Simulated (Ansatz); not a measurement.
Wanted: the native input for an Ansatz 0.2.0 run.

| Quantity | Value |
| --- | --- |
| Task | single point |
| Functional | PBE |
| Potentials or basis | Ansatz PAW |
| Cutoff | 420 eV (not typed: the program's choice for these potentials) |
| k mesh | 9 × 9 × 9 |
| Occupations | fermi-dirac, width 0.05 eV |
| Spin | no spin polarisation |

Cd3Se:

```
Cd Se
1.0
    -2.04095    2.04095    6.08708
     2.04095   -2.04095    6.08708
     2.04095    2.04095   -6.08708
Cd Se
3 1
Direct
  0.50212 0.51611 0.02056
  0.25578 0.75350 0.50228
  0.74774 0.24775 0.49184
  0.01235 0.01057 0.02108
```

The cell comes from a database or a generator and needn't be the stable form of this composition.

The cell isn't the ideal one: atoms moved at random, drawn with an rms of 0.05 Å.

These files were run (other wordings do the same):

input.yaml

```yaml
crystal:
  lattice:
    - [-2.040953, 2.040953, 6.08708]
    - [2.040953, -2.040953, 6.08708]
    - [2.040953, 2.040953, -6.08708]
  atoms:
    - { symbol: Cd, position: [0.502122, 0.516114, 0.020556] }
    - { symbol: Cd, position: [0.255776, 0.753497, 0.502283] }
    - { symbol: Cd, position: [0.747742, 0.247753, 0.491845] }
    - { symbol: Se, position: [0.012349, 0.010573, 0.02108] }
hamiltonian:
  xc: pbe
  pseudopotentials: { kind: paw }
kpoints:
  mp_grid: { grid: [9, 9, 9] }
scf:
  occupations: { method: fermi_dirac, width: 0.05 }
output:
  forces: true
  stress: true
  eigenvalues: true
```

Potentials or basis: Ansatz PAW.

Run with:

```sh
$ ansatz run input.yaml --threads 2 --pin off --max-ram 5120MiB --backend cpu --events-out ev --progress --plain --runs-dir out
```

Results of the run:

```
Pressure               : -0.5 GPa
Largest force          : 0.120 eV/Å
Band gap on the k mesh : none (metal or under the smearing width)
```

Run time: 80 s on 2 threads of Arm Neoverse V2 (shared host), peak memory 1.2 GiB.
